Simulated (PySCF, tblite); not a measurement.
# C4H9F2OS+: a rotation path, then NMR shifts on frames

How do NMR shifts of C4H9F2OS+ (`C[S+](C)COC(F)F`) change as the atoms move?

Programs: tblite 0.8.0 and PySCF 2.14.0, with density-fitted response routines of our own. Each step states its level of theory. These are calculated values for one molecule in the gas phase, unless marked as measured. Atoms count from 0, in the outputs and in this text.

## (1) Starting geometry

17 atoms, charge 1, multiplicity 1; geometry from: GFN2-xTB.

Bonds of the start (Å): C0–S1 1.81, S1–C2 1.81, S1–C3 1.87, C3–O4 1.39, O4–C5 1.36, C5–F6 1.36, C5–F7 1.34, C0–H8 1.09, C0–H9 1.09, C0–H10 1.09, C2–H11 1.09, C2–H12 1.09, C2–H13 1.09, C3–H14 1.10, C3–H15 1.09, C5–H16 1.10.

## (2) The rotation path with GFN2-xTB

What the job is given:

```
{"job": {"kind": "neb", "xc": "GFN2-xTB", "basis": "xTB", "atoms": [1, 3, 4, 5], "turn": 120}, "charge": 1, "multiplicity": 1}
C     -2.153830     0.746135    -0.559691
S     -0.727728     0.396237     0.495879
C     -0.906024    -1.387315     0.711269
C      0.611187     0.418429    -0.816129
O      1.709866    -0.337432    -0.421108
C      2.497928     0.196022     0.552307
F      1.797761     0.238753     1.717443
F      2.831695     1.461801     0.284647
H     -3.046632     0.692056     0.057970
H     -2.060858     1.757298    -0.946235
H     -2.223827     0.034119    -1.375917
H     -1.804208    -1.566356     1.296140
H     -0.046325    -1.747726     1.270212
H     -0.968591    -1.890348    -0.248970
H      0.862870     1.471065    -0.987393
H      0.224776    -0.047626    -1.723266
H      3.394943    -0.423081     0.682933
```

With the program's defaults for keys left out, this is: GFN2-xTB climbing-image nudged elastic band, gas phase.

The run is started by

```bash
> OMP_NUM_THREADS=1 python probes_run.py task.json out
```

This one command runs all jobs of the session in turn.

The program printed:

```text
image   E - E0 / eV
  0      -0.0000
  1       0.0166
  2       0.0681
  3       0.1650
  4       0.2262
  5       0.0364
  6       0.0443
  7       0.0840
  8       0.0142
```

Run time: 14 s. Hardware: 1 thread of Arm Neoverse V1, shared host; peak memory 0.19 GiB.

The final band, with the dihedral S1–C3–O4–C5:

| image | dihedral (°) | energy (eV) | energy (kcal/mol) |
| --- | --- | --- | --- |
| 0 | -73 | 0.000 | 0.0 |
| 1 | -63 | 0.017 | 0.4 |
| 2 | -49 | 0.068 | 1.6 |
| 3 | -26 | 0.165 | 3.8 |
| 4 | 6 | 0.226 | 5.2 |
| 5 | 60 | 0.036 | 0.8 |
| 6 | 87 | 0.044 | 1.0 |
| 7 | 105 | 0.084 | 1.9 |
| 8 | 73 | 0.014 | 0.3 |

## (3) NMR shieldings: image 0, PBE0/pcSseg-1

What the job is given:

```
{"job": {"kind": "nmr", "xc": "PBE0", "basis": "pcSseg-1", "pop": false}, "charge": 1, "multiplicity": 1}
C     -2.153800     0.746100    -0.559700
S     -0.727700     0.396200     0.495900
C     -0.906000    -1.387300     0.711300
C      0.611200     0.418400    -0.816100
O      1.709900    -0.337400    -0.421100
C      2.497900     0.196000     0.552300
F      1.797800     0.238800     1.717400
F      2.831700     1.461800     0.284600
H     -3.046600     0.692100     0.058000
H     -2.060900     1.757300    -0.946200
H     -2.223800     0.034100    -1.375900
H     -1.804200    -1.566400     1.296100
H     -0.046300    -1.747700     1.270200
H     -0.968600    -1.890300    -0.249000
H      0.862900     1.471100    -0.987400
H      0.224800    -0.047600    -1.723300
H      3.394900    -0.423100     0.682900
```

With the program's defaults for keys left out, this is: GIAO PBE0/pcSseg-1 NMR shielding, non-relativistic, gas phase.

The program printed:

```text
coarse grid: 14808 points
cycle   1  E = -829.7996499720  dE =  1.361e+00  |g| = 8.878e-01  |ddm| = 3.478e+00
cycle   2  E = -829.6912088738  dE =  1.084e-01  |g| = 1.227e+00  |ddm| = 1.171e+00
cycle   3  E = -829.9389246884  dE = -2.477e-01  |g| = 6.198e-02  |ddm| = 6.820e-01
cycle   4  E = -829.9394150868  dE = -4.904e-04  |g| = 3.178e-02  |ddm| = 6.274e-02
cycle   5  E = -829.9395875413  dE = -1.725e-04  |g| = 1.158e-02  |ddm| = 2.965e-02
cycle   6  E = -829.9396094557  dE = -2.191e-05  |g| = 2.353e-03  |ddm| = 7.850e-03
cycle   7  E = -829.9396104059  dE = -9.502e-07  |g| = 5.414e-04  |ddm| = 2.245e-03
final grid: 139344 points
cycle   8  E = -830.0136546168  dE = -4.464e-05  |g| = 1.262e-02  |ddm| = 2.662e-02
cycle   9  E = -830.0136342671  dE =  2.035e-05  |g| = 1.644e-02  |ddm| = 1.735e-02
cycle  10  E = -830.0136866692  dE = -5.240e-05  |g| = 1.144e-03  |ddm| = 1.012e-02
cycle  11  E = -830.0136869084  dE = -2.392e-07  |g| = 3.171e-04  |ddm| = 9.671e-04
cycle  12  E = -830.0136869254  dE = -1.705e-08  |g| = 1.102e-04  |ddm| = 2.820e-04
cycle  13  E = -830.0136869274  dE = -2.022e-09  |g| = 2.284e-05  |ddm| = 8.045e-05
cycle  14  E = -830.0136869275  dE = -8.458e-11  |g| = 7.706e-06  |ddm| = 1.983e-05
converged SCF energy = -830.0136869275

GIAO shielding tensors (ppm)
atom      isotropic    diamagn.    paramagn.     s11        s22        s33       span
  0 C      157.911     253.442     -95.531    137.083    146.068    190.582     53.499
  1 S      433.878    1058.996    -625.118    330.666    439.811    531.158    200.492
  2 C      157.535     254.540     -97.005    136.758    147.259    188.589     51.831
  3 C      105.880     252.579    -146.699     69.333    110.264    138.044     68.711
  4 O      216.233     397.262    -181.030    153.756    239.626    255.316    101.560
  5 C       64.328     235.098    -170.770     50.179     66.665     76.139     25.960
  6 F      272.546     477.206    -204.660    170.072    298.294    349.273    179.201
  7 F      283.392     471.084    -187.692    182.843    312.174    355.160    172.317
  8 H       28.605      28.059       0.546     23.688     25.202     36.926     13.239
  9 H       28.778      29.019      -0.241     23.580     25.743     37.010     13.429
 10 H       29.419      30.213      -0.794     24.789     27.310     36.158     11.369
 11 H       28.576      29.129      -0.553     23.877     25.251     36.601     12.724
 12 H       28.238      30.536      -2.298     22.355     27.264     35.093     12.738
 13 H       29.180      31.143      -1.963     25.200     26.405     35.934     10.735
 14 H       25.615      30.819      -5.204     20.590     26.477     29.779      9.188
 15 H       26.909      31.409      -4.501     21.678     27.824     31.224      9.546
 16 H       24.795      24.695       0.100     21.500     22.156     30.729      9.229
```

Wall time 32 s (1 thread of Arm Neoverse V1, shared host); peak memory 0.93 GiB.

Shifts follow as δ = σ(reference) − σ, with reference shieldings (ppm) from runs at the same level and on the same kind of geometry: 1H TMS 31.72, 13C TMS 186.9, 19F CFCl3 170.9, 17O H2O 336.1, 33S CS2 504. The references are single molecules in the gas phase, so shifts against H2O, NH3, PH3, H3PO4 or CFCl3 are not on the usual liquid scales and can be off by tens of ppm. Each atom is listed at this fixed geometry, with no averaging over motion; a spectrum would average atoms that exchange fast.

```csv
atoms,environment,σ (ppm),δ (ppm)
C5,sp3 CH bonded to 2 F and O,64.3,122.6
C3,sp3 CH2 bonded to O and S,105.9,81.0
C2,methyl carbon bonded to S,157.5,29.4
C0,methyl carbon bonded to S,157.9,29.0
H16,hydrogen on an sp3 CH bonded to 2 F and O,24.79,6.92
H14,hydrogen on an sp3 CH2 bonded to O and S,25.62,6.10
H15,hydrogen on an sp3 CH2 bonded to O and S,26.91,4.81
H12,hydrogen on a methyl carbon bonded to S,28.24,3.48
H11,hydrogen on a methyl carbon bonded to S,28.58,3.14
H8,hydrogen on a methyl carbon bonded to S,28.61,3.11
H9,hydrogen on a methyl carbon bonded to S,28.78,2.94
H13,hydrogen on a methyl carbon bonded to S,29.18,2.54
H10,hydrogen on a methyl carbon bonded to S,29.42,2.30
S1,sulfur bonded to 3 C,434,70
O4,ether oxygen,216.2,119.8
F6,fluorine of a CF2 group,272.5,-101.6
F7,fluorine of a CF2 group,283.4,-112.4
```

The fields below are evaluated on a grid from the run's orbitals.

Frontier orbitals at PBE0/pcSseg-1, with the share of their density that lies nearest to each atom:

```
orbital  energy (eV)                   lies on
   HOMO       -13.99  O4 38 %; S1 30 %; F6 7 %
   LUMO        -5.09          S1 45 %; C3 21 %
```

ELF in a plane through or near 6 of the atoms.

Ten even steps from '0' (0.00) to '9' (1.00):
```
0000000000000000000000000000
0000000000000000000000000000
0000000000000000000000000000
0000000000003530134100000000
0000000000059994699920000000
0000000000049997899930000000
0000031000007993399700000000
0000797101000364454000000000
0002999731000279830000000000
0001899334201552552355200000
0000025135224873675676300000
0000015751035775663354100000
0000158871078621266541000000
0000147871199920189960000000
0000012320299920199980000000
0000000000189800069850000000
0000000000000000000000000000
0000000000000000000000000000
0000000000000000000000000000
0000000000000000000000000000
```
The map spans 12.1 Å across and 9.5 Å up, centred on the molecule. Atoms in the plane (x, y in Å): C0 (2.2, -0.8), C2 (0.8, 1.6), C5 (-2.6, 0.0), H11 (1.6, 2.1), H12 (-0.1, 2.2), H14 (-0.7, -1.8).

On the surface of density 0.002 e/bohr³ the electrostatic potential runs, from the 1st to the 99th percentile, from 2.46 V near F7 to 6.20 V near H14.

## (4) NMR shieldings: image 2, PBE0/pcSseg-1

What the job is given:

```
{"job": {"kind": "nmr", "xc": "PBE0", "basis": "pcSseg-1", "pop": false}, "charge": 1, "multiplicity": 1}
C     -2.056500     0.806900    -0.539200
S     -0.608600     0.389100     0.459100
C     -0.923100    -1.362600     0.764300
C      0.632100     0.336800    -0.936800
O      1.854500    -0.225300    -0.578300
C      2.455900     0.224000     0.553100
F      1.875900    -0.378300     1.626700
F      2.259500     1.535700     0.743000
H     -2.915400     0.858300     0.124900
H     -1.904600     1.785800    -0.985400
H     -2.227200     0.062100    -1.310200
H     -1.876700    -1.437700     1.280600
H     -0.140400    -1.739100     1.418400
H     -0.945700    -1.925000    -0.163600
H      0.739800     1.380900    -1.257000
H      0.246800    -0.284600    -1.747100
H      3.526800    -0.015000     0.537800
```

With the program's defaults for keys left out, this is: GIAO PBE0/pcSseg-1 NMR shielding, non-relativistic, gas phase.

The program printed:

```text
coarse grid: 14808 points
cycle   1  E = -829.7935747537  dE =  1.371e+00  |g| = 8.960e-01  |ddm| = 3.481e+00
cycle   2  E = -829.6800460717  dE =  1.135e-01  |g| = 1.243e+00  |ddm| = 1.197e+00
cycle   3  E = -829.9354724332  dE = -2.554e-01  |g| = 6.291e-02  |ddm| = 7.027e-01
cycle   4  E = -829.9359460875  dE = -4.737e-04  |g| = 3.549e-02  |ddm| = 6.438e-02
cycle   5  E = -829.9361547443  dE = -2.087e-04  |g| = 1.143e-02  |ddm| = 3.016e-02
cycle   6  E = -829.9361753178  dE = -2.057e-05  |g| = 2.252e-03  |ddm| = 7.599e-03
cycle   7  E = -829.9361762079  dE = -8.901e-07  |g| = 5.659e-04  |ddm| = 2.245e-03
final grid: 139344 points
cycle   8  E = -830.0100635370  dE = -4.189e-05  |g| = 1.225e-02  |ddm| = 2.681e-02
cycle   9  E = -830.0100453264  dE =  1.821e-05  |g| = 1.577e-02  |ddm| = 1.678e-02
cycle  10  E = -830.0100940372  dE = -4.871e-05  |g| = 1.056e-03  |ddm| = 9.791e-03
cycle  11  E = -830.0100942406  dE = -2.034e-07  |g| = 2.989e-04  |ddm| = 9.140e-04
cycle  12  E = -830.0100942555  dE = -1.486e-08  |g| = 1.126e-04  |ddm| = 2.703e-04
cycle  13  E = -830.0100942576  dE = -2.121e-09  |g| = 2.164e-05  |ddm| = 8.013e-05
cycle  14  E = -830.0100942577  dE = -7.572e-11  |g| = 7.420e-06  |ddm| = 2.008e-05
converged SCF energy = -830.0100942577

GIAO shielding tensors (ppm)
atom      isotropic    diamagn.    paramagn.     s11        s22        s33       span
  0 C      158.987     253.737     -94.751    141.767    144.506    190.687     48.920
  1 S      439.113    1059.365    -620.253    344.629    444.782    527.927    183.297
  2 C      156.142     254.602     -98.460    134.619    143.513    190.295     55.676
  3 C      103.590     251.421    -147.830     71.763    105.759    133.248     61.486
  4 O      220.126     396.030    -175.904    170.241    226.095    264.043     93.803
  5 C       63.855     234.986    -171.131     50.586     65.819     75.160     24.574
  6 F      263.039     477.222    -214.183    156.794    286.940    345.382    188.588
  7 F      280.582     474.397    -193.815    196.986    316.452    328.307    131.321
  8 H       28.631      28.294       0.337     23.736     25.220     36.937     13.201
  9 H       28.874      29.208      -0.334     23.579     25.940     37.103     13.524
 10 H       29.343      30.189      -0.846     24.661     27.148     36.222     11.561
 11 H       28.677      29.347      -0.670     23.828     25.577     36.626     12.798
 12 H       27.900      30.146      -2.246     21.690     27.331     34.678     12.989
 13 H       29.094      31.061      -1.967     25.016     26.404     35.863     10.848
 14 H       26.065      30.708      -4.643     21.107     26.313     30.776      9.669
 15 H       26.740      31.056      -4.316     21.731     27.700     30.789      9.058
 16 H       24.750      24.106       0.644     21.543     21.708     30.999      9.457
```

Wall time 25 s (1 thread of Arm Neoverse V1, shared host); peak memory 0.86 GiB.

Key values: δ C5 123.1, C3 83.3, C2 30.8, C0 27.9, H16 6.97, H14 5.65 ppm.

(Part 1 of 2 ends here.)
